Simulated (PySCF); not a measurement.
**The bond of NaBi, level by level**

The task here is to estimate one member of a computed series from the others.

The runs use PySCF 2.14.0; Na def2-SVPD, Bi def2-SVPD with ECP60, scalar-relativistic core potentials.

Set-up of the first run:

The job is set up so:

- atoms: Na, Bi
- charge: 0
- basis: Na def2-SVPD, Bi def2-SVPD with ECP60
- Hamiltonian: scalar-relativistic core potentials
- basis functions: 50
- electrons treated: 34
- masses in u: 22.9898, 208.9804
- levels: PBE0, PBE, r²SCAN, PW91, M06-L, BLYP, HSE06, HF, MP2, SCS-MP2, CCSD, CCSD(T)
- grid: 80 radial by 434 angular points
- occupations: held fixed by the projection of orbital angular momentum
- dissociation limit: Na + Bi, each in its ground configuration
- starting distance in angstrom: 3.035
- values of 2S to try: 0, 2, 4

Launch:

```
> OMP_NUM_THREADS=1 python dia.py task.json out
```

Steps of the session up to this table: Set-up; First curve: PBE0; Excited determinants; PBE; r²SCAN (meta-GGA); PW91 (GGA); M06-L (meta-GGA); BLYP (GGA); HSE06 (range-separated hybrid); ROHF; Adding correlation.

One of the session's tables, all rows but one given; the rest of the session is left out.

It belongs to the step «The curves together». Energy (eV) from each level's lowest point:

| R (Å) | ROHF | ROHF-MP2 | ROHF-SCS-MP2 | ROHF-CCSD | ROHF-CCSD(T) |
| --- | --- | --- | --- | --- | --- |
| 2.578 | 0.431 | 0.432 | 0.439 | n/a | n/a |
| 2.698 | 0.202 | 0.205 | 0.210 | 0.222 | 0.226 |
| 2.818 | 0.070 | 0.073 | 0.076 | 0.085 | 0.089 |
| 2.908 | 0.019 | 0.021 | 0.023 | 0.029 | 0.032 |
| 2.998 | 0.000 | 0.000 | 0.000 | 0.003 | 0.004 |
| 3.088 | ? | ? | ? | ? | ? |
| 3.208 | 0.042 | 0.036 | 0.032 | 0.023 | 0.021 |
| 3.358 | 0.122 | 0.111 | 0.103 | 0.083 | 0.079 |
| 3.538 | 0.250 | 0.232 | 0.220 | 0.182 | 0.173 |
| 3.777 | 0.453 | 0.422 | 0.404 | n/a | n/a |

Estimate the missing values for R (Å) = 3.088.

Worked estimate for «ROHF». A straight line through the neighbours (2.998, 0.000) and (3.208, 0.042) gives 0.000 + (0.042 − 0.000) × (3.088 − 2.998) / (3.208 − 2.998) = 0.018; a parabola fitted to 4 rows on both sides gives 0.007.

**Answer.** ROHF: 0.005; ROHF-MP2: 0.003; ROHF-SCS-MP2: 0.001; ROHF-CCSD: 0.000; ROHF-CCSD(T): 0.000. In «ROHF» the line misses by +0.013 and the parabola by +0.002.
